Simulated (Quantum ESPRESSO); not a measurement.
MoSe:

```
Mo Se
1.0
     3.50023    0.00000    0.00000
     0.00000    3.50023    0.00000
     0.00000    0.00000    3.50023
Mo Se
1 1
Cartesian
  0.0000 0.0000 0.0000
  1.7501 1.7501 1.7501
```

The cell was built by a generator and needn't be a form met in nature.

Base run:

```yaml
Program: Quantum ESPRESSO 7.5
Functional: LDA
Potentials_or_basis: SSSP 1.3 efficiency PBE
Cutoff: 816 eV
Density_cutoff: 5987 eV
k_mesh: 8 × 8 × 8
Occupations: fermi-dirac, width 0.05 eV
Spin: no spin polarisation
Hubbard_terms: Mo d U = 8 eV
```

Its results: band gap on the k mesh none (metal or under the smearing width); pressure -29.7 GPa.

Problem. The run is repeated on the same cell with these changes: hubbard terms from Mo d U = 8 eV to Mo d U = 3 eV. What comes out?

Solution. Band gap on the k mesh none (metal or under the smearing width); pressure -23.9 GPa.

Caveats: the potentials were made for another functional, which shifts forces and pressure; U without spin polarisation on a metal has little footing; a pressure of tens of GPa on the cell as given is suspect, and the run, the potentials or the cell itself is likely at fault (some runs).

Not every run made on this cell is shown here.
